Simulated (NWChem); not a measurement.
**CH4ClFOSi (SMILES C[Si](O)(F)Cl) at HF/STO-3G**

Aim: the vertical singlet–triplet gap of CH4ClFOSi at HF/STO-3G, from 2 runs. 

Program for the calculation: NWChem 7.3.0.

2 further runs of the same task are left out: 2 that didn't finish.

### 1 The system as given

CH4ClFOSi: 9 atoms, total charge 0, spin state singlet. SMILES: `C[Si](O)(F)Cl`. Geometry: relaxed at PBE0-D4/def2-TZVP. This is one conformer, not always the lowest.

Bond lengths: C1–Si2 1.834 Å, Si2–O3 1.623 Å, Si2–F4 1.591 Å, Si2–Cl5 2.049 Å, C1–H6 1.091 Å, C1–H7 1.091 Å, C1–H8 1.092 Å, O3–H9 0.958 Å. Some angles: C1–Si2–O3 109.4°, C1–Si2–F4 110.3°, C1–Si2–Cl5 112.0°, O3–Si2–F4 109.9°, O3–Si2–Cl5 110.0°, F4–Si2–Cl5 105.2°, Si2–C1–H6 110.4°, Si2–C1–H7 110.5°, Si2–C1–H8 110.0°, Si2–O3–H9 119.2°.

### 2 Energy and gradient at HF/STO-3G

run.nw reads:

```
echo
start run
title "CH4ClFOSi"
memory stack 880 mb heap 220 mb global 1100 mb

geometry units angstrom noautosym nocenter noautoz
   C     -1.142400    -0.178600     0.512200
   Si     0.561300     0.218400    -0.038000
   O      1.048100    -0.886600    -1.122500
   F      1.553300     0.230300     1.206200
   Cl     0.689400     2.097500    -0.845100
   H     -1.833600    -0.141900    -0.331500
   H     -1.476300     0.534700     1.267700
   H     -1.171800    -1.182300     0.942400
   H      1.860700    -0.738000    -1.608600
end

basis spherical bse
   * library STO-3G
end

scf
   thresh 1e-08
   maxiter 80
end

task scf gradient
```

Launch:

```
$ nwchem run.nw > run.out
```

The log of the run (excerpt; [...] marks lines left out):

```text
[...]
  functions       =    37
[...]
  wavefunction    = RHF
[...]
         Total SCF energy =   -951.921024310697
      One-electron energy =  -1948.838291746323
      Two-electron energy =    682.875236649635
 Nuclear repulsion energy =    314.042030785991
        Time for solution =      2.8s
[...]
                         RHF ENERGY GRADIENTS
    atom               coordinates                        gradient
                 x          y          z           x          y          z
   1 C      -2.158823  -0.337505   0.967918    0.011307   0.001083  -0.000262
   2 Si      1.060703   0.412716  -0.071810   -0.005052   0.010817  -0.010304
   3 O       1.980622  -1.675431  -2.121217    0.024256   0.020982  -0.002015
   4 F       2.935311   0.435204   2.279387   -0.006057   0.000510  -0.004472
   5 Cl      1.302777   3.963700  -1.597007    0.000372  -0.020330   0.009523
   6 H      -3.465002  -0.268152  -0.626444   -0.003476   0.000987  -0.008353
   7 H      -2.789802   1.010436   2.395606   -0.000844   0.006632   0.005855
   8 H      -2.214381  -2.234223   1.780878    0.001098  -0.008548   0.003414
   9 H       3.516213  -1.394618  -3.039813   -0.021603  -0.012132   0.006614
[...]
```

Run time: 5.4 s. Hardware: 1 thread of AMD EPYC 7B13 (Zen 3), shared host; peak memory 0.097 GiB.

### 3 The triplet: a single-point energy at UHF/STO-3G

run.py reads:

```python
from ase import Atoms
from ase.calculators.nwchem import NWChem

molecule = Atoms(['C', 'Si', 'O', 'F', 'Cl', 'H', 'H', 'H', 'H'], positions=[
    [-1.142400, -0.178600, 0.512200],
    [0.561300, 0.218400, -0.038000],
    [1.048100, -0.886600, -1.122500],
    [1.553300, 0.230300, 1.206200],
    [0.689400, 2.097500, -0.845100],
    [-1.833600, -0.141900, -0.331500],
    [-1.476300, 0.534700, 1.267700],
    [-1.171800, -1.182300, 0.942400],
    [1.860700, -0.738000, -1.608600],
])

calc = NWChem(
    label='ch4clfosi',
    theory='scf',
    memory='2200 mb',
    basis='STO-3G',
    basispar='spherical bse',
    scf={'nopen': '2', 'uhf': None, 'thresh': '1e-08', 'maxiter': '80'},
    task='energy',
)
molecule.calc = calc

e = molecule.get_potential_energy()
print(f"E = {e:.6f} eV")
```

Launch:

```
$ export ASE_NWCHEM_COMMAND="nwchem PREFIX.nwi > PREFIX.nwo"
$ python run.py
```

The log of the run:

```text
E = -25892.774516 eV
```

The calculator wrote ch4clfosi.nwi:

```
title "ch4clfosi"

permanent_dir ch4clfosi

scratch_dir ch4clfosi

start ch4clfosi

geometry units angstrom nocenter noautosym noautoz
  C  -1.1424000000000001e+00 -1.7860000000000001e-01 5.1219999999999999e-01
  Si 5.6130000000000002e-01 2.1840000000000001e-01 -3.7999999999999999e-02
  O  1.0481000000000000e+00 -8.8660000000000005e-01 -1.1225000000000001e+00
  F  1.5532999999999999e+00 2.3030000000000000e-01 1.2061999999999999e+00
  Cl 6.8940000000000001e-01 2.0975000000000001e+00 -8.4509999999999996e-01
  H  -1.8335999999999999e+00 -1.4190000000000000e-01 -3.3150000000000002e-01
  H  -1.4762999999999999e+00 5.3469999999999995e-01 1.2677000000000000e+00
  H  -1.1718000000000000e+00 -1.1822999999999999e+00 9.4240000000000002e-01
  H  1.8607000000000000e+00 -7.3799999999999999e-01 -1.6086000000000000e+00
end

memory 2200 mb

basis spherical bse noprint
   * library STO-3G
end

scf
  nopen 2
  uhf
  thresh 1e-08
  maxiter 80
end

task scf energy
```

ch4clfosi.nwo (excerpt; [...] marks lines left out):

```text
[...]
  functions       =    37
[...]
  wavefunction    = UHF
[...]
         Total SCF energy =   -951.541920464088
      One electron energy =  -1949.475797855101
      Two electron energy =    683.891846605022
 Nuclear repulsion energy =    314.042030785991
                       Sz =      1.0000
                 Sz(Sz+1) =      2.0000
                      S^2 =      2.0023
[...]
```

It took 45 s on 1 thread of AMD EPYC 7B13 (Zen 3), shared host; peak memory 0.095 GiB.

### 4 Results

At HF/STO-3G:

```
                                        quantity          value
                           singlet: total energy  -951.92102 Eh
                          singlet: dipole moment         1.96 D
                            singlet: HOMO energy      -10.34 eV
                            singlet: LUMO energy        9.79 eV
                          singlet: HOMO–LUMO gap       20.12 eV
               singlet: largest force on an atom     1.652 eV/Å
                           triplet: total energy  -951.54192 Eh
                          triplet: dipole moment         3.06 D
     triplet: HOMO energy (highest over α and β)        0.12 eV
                                   triplet: ⟨S²⟩          2.002
vertical energy of the triplet above the singlet      10.316 eV
```

At this shape the triplet lies 10.32 eV (995 kJ/mol) above the singlet. The largest force (singlet) is 1.65 eV/Å: the shape isn't a stationary point for this species at this level. In a minimal basis such a difference can be off by several eV, whatever the method. Mulliken charges (singlet) run from -0.51 on O3 to +1.23 on Si2; they depend strongly on the basis.
